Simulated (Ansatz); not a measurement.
# C2H7B2F: basis-set convergence

The task here is to estimate one member of a computed series from the others.

The runs use Ansatz 0.2.0, Gaussian basis; one geometry, several basis sets.

The runs, in order: PBE0-D4/def2-SVP; ωB97M-V/def2-SVP; PBE0-D4/def2-QZVPP; ωB97M-V/def2-QZVPP; the functionals' def2-TZVPP values are taken from earlier runs.

### The geometry

The geometry comes from an earlier relaxation with PBE0-D4 in a triple-zeta def2 set; it is a stationary point, not always the lowest conformer.

SMILES `BC(B)CF`, 12 atoms, charge 0, spin multiplicity 1.

Atoms are counted from 1 here; the program's logs count them from 0.

Bond lengths: B1–C2 1.552 Å, B1–H6 1.198 Å, B1–H7 1.195 Å, C2–B3 1.551 Å, C2–C4 1.506 Å, C2–H8 1.111 Å, B3–H9 1.195 Å, B3–H10 1.196 Å, C4–F5 1.388 Å, C4–H11 1.094 Å, C4–H12 1.094 Å. Angles: C2–B1–H6 120.7°, C2–B1–H7 120.0°, H6–B1–H7 119.2°, B1–C2–B3 107.4°, B1–C2–C4 116.0°, B1–C2–H8 97.9°, B3–C2–C4 116.9°, B3–C2–H8 104.1°, C4–C2–H8 112.2°, C2–B3–H9 120.0°, C2–B3–H10 120.4°, H9–B3–H10 119.6°, C2–C4–F5 110.4°, C2–C4–H11 110.6°, C2–C4–H12 112.3°, F5–C4–H11 107.4°, F5–C4–H12 107.0°, H11–C4–H12 108.8°.

The first run:

File in.yaml:

```yaml
crystal:
  periodic: [false, false, false]
  atoms:
    - {symbol: B, position_ang: [-0.569064, 0.745744, 1.219803]}
    - {symbol: C, position_ang: [-0.242225, 0.107994, -0.156902]}
    - {symbol: B, position_ang: [0.899122, 0.943037, -0.794925]}
    - {symbol: C, position_ang: [-0.080445, -1.389280, -0.169935]}
    - {symbol: F, position_ang: [0.095105, -1.846791, -1.469072]}
    - {symbol: H, position_ang: [-0.613469, 0.074036, 2.210862]}
    - {symbol: H, position_ang: [-0.796644, 1.916134, 1.297716]}
    - {symbol: H, position_ang: [-1.154192, 0.437174, -0.698922]}
    - {symbol: H, position_ang: [0.704342, 2.080241, -1.106493]}
    - {symbol: H, position_ang: [1.988020, 0.468710, -0.938088]}
    - {symbol: H, position_ang: [0.801921, -1.686546, 0.404546]}
    - {symbol: H, position_ang: [-0.955473, -1.905653, 0.235310]}
basis:
  gaussian: {orbitals: def2-SVP}
hamiltonian: {xc: pbe0, dispersion: d4}
output: {orbitals: {seedname: orbitals}}
```

Steps of the session up to this table: PBE0-D4 in def2-SVP; ωB97M-V in def2-SVP; PBE0-D4 in def2-QZVPP; ωB97M-V in def2-QZVPP.

One of the session's tables, all rows but one given; the rest of the session is left out.

It belongs to the step «Density functionals: the series». 

| functional | basis | HOMO (eV) | LUMO (eV) |
| --- | --- | --- | --- |
| PBE0-D4 | def2-SVP | -9.00 | -2.03 |
| PBE0-D4 | def2-TZVPP | ? | ? |
| PBE0-D4 | def2-QZVPP | -9.08 | -2.13 |
| ωB97M-V | def2-SVP | -11.30 | 0.02 |
| ωB97M-V | def2-TZVPP | -11.38 | -0.18 |
| ωB97M-V | def2-QZVPP | -11.39 | -0.25 |

Q: Estimate the row for PBE0-D4, def2-TZVPP from the others.

The run gave: HOMO (eV): -9.06; LUMO (eV): -2.11. In the column «HOMO (eV)» it lies between PBE0-D4, def2-QZVPP (-9.08) and PBE0-D4, def2-SVP (-9.00).
